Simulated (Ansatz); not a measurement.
**CH₄ClIOZr: how energies converge with the basis set**

One table from this session's results is given with a row withheld; the runs are named, their logs left out.

Program: Ansatz 0.2.0, Gaussian basis. Level of theory: one geometry, several basis sets. These are calculated values, not measurements.

Plan: PBE0-D4/def2-SVP; ωB97M-V/def2-SVP; PBE0-D4/def2-QZVPP; ωB97M-V/def2-QZVPP; the functionals' def2-TZVPP values are taken from earlier runs.

### The relaxed structure

An earlier PBE0-D4 in a triple-zeta def2 set relaxation fixed the geometry. Zr, I take the def2 core potential; no spin-orbit term is included.

SMILES `[CH3][Zr]([OH])([Cl])[I]`, 9 atoms, charge 0, spin multiplicity 1.

Atoms are counted from 1 here; the program's logs count them from 0.

Bond lengths: C1–Zr2 2.189 Å, C1–H6 1.096 Å, C1–H7 1.096 Å, C1–H8 1.096 Å, Zr2–O3 1.887 Å, Zr2–Cl4 2.346 Å, Zr2–I5 2.727 Å, O3–H9 0.954 Å. Angles: Zr2–C1–H6 110.0°, Zr2–C1–H7 111.0°, Zr2–C1–H8 110.8°, H6–C1–H7 108.3°, H6–C1–H8 108.4°, H7–C1–H8 108.2°, C1–Zr2–O3 104.5°, C1–Zr2–Cl4 106.1°, C1–Zr2–I5 106.7°, O3–Zr2–Cl4 112.4°, O3–Zr2–I5 112.4°, Cl4–Zr2–I5 113.9°, Zr2–O3–H9 168.9°.

Coordinates:

```
C    -0.88573   -0.33367    1.05611
Zr    0.21425    0.05267   -0.79676
O     1.93909    0.56135   -0.22638
Cl    0.22603   -1.97182   -1.98144
I    -1.09508    2.07408   -2.07575
H    -1.91490   -0.63226    0.82542
H    -0.41455   -1.13722    1.63312
H    -0.91933    0.56415    1.68321
H     2.85021    0.82273   -0.11754
```

Set-up of the first run:

File in.yaml:

```yaml
crystal:
  periodic: [false, false, false]
  atoms:
    - {symbol: C, position_ang: [-0.885728, -0.333675, 1.056113]}
    - {symbol: Zr, position_ang: [0.214252, 0.052672, -0.796764]}
    - {symbol: O, position_ang: [1.939093, 0.561353, -0.226379]}
    - {symbol: Cl, position_ang: [0.226033, -1.971825, -1.981435]}
    - {symbol: I, position_ang: [-1.095077, 2.074078, -2.075752]}
    - {symbol: H, position_ang: [-1.914898, -0.632260, 0.825415]}
    - {symbol: H, position_ang: [-0.414548, -1.137221, 1.633120]}
    - {symbol: H, position_ang: [-0.919334, 0.564147, 1.683211]}
    - {symbol: H, position_ang: [2.850207, 0.822730, -0.117539]}
basis:
  gaussian: {orbitals: def2-SVP}
hamiltonian: {xc: pbe0, dispersion: d4}
output: {orbitals: {seedname: orbitals}}
```

Among the steps run: PBE0-D4 in def2-SVP; ωB97M-V in def2-SVP; PBE0-D4 in def2-QZVPP; ωB97M-V in def2-QZVPP.

One of the session's tables, all rows but one given; the rest of the session is left out.

It belongs to the step «Functionals by basis». 

```
functional       basis  HOMO (eV)  LUMO (eV)
   PBE0-D4    def2-SVP      -7.77      -1.76
   PBE0-D4  def2-TZVPP          ?          ?
   PBE0-D4  def2-QZVPP      -7.84      -1.82
   ωB97M-V    def2-SVP      -9.83       0.29
   ωB97M-V  def2-TZVPP      -9.91       0.20
   ωB97M-V  def2-QZVPP      -9.93       0.18
```

Estimate the missing values for PBE0-D4, def2-TZVPP.

**Answer.** HOMO (eV): -7.82; LUMO (eV): -1.82. In the column «HOMO (eV)» it lies between PBE0-D4, def2-QZVPP (-7.84) and PBE0-D4, def2-SVP (-7.77).
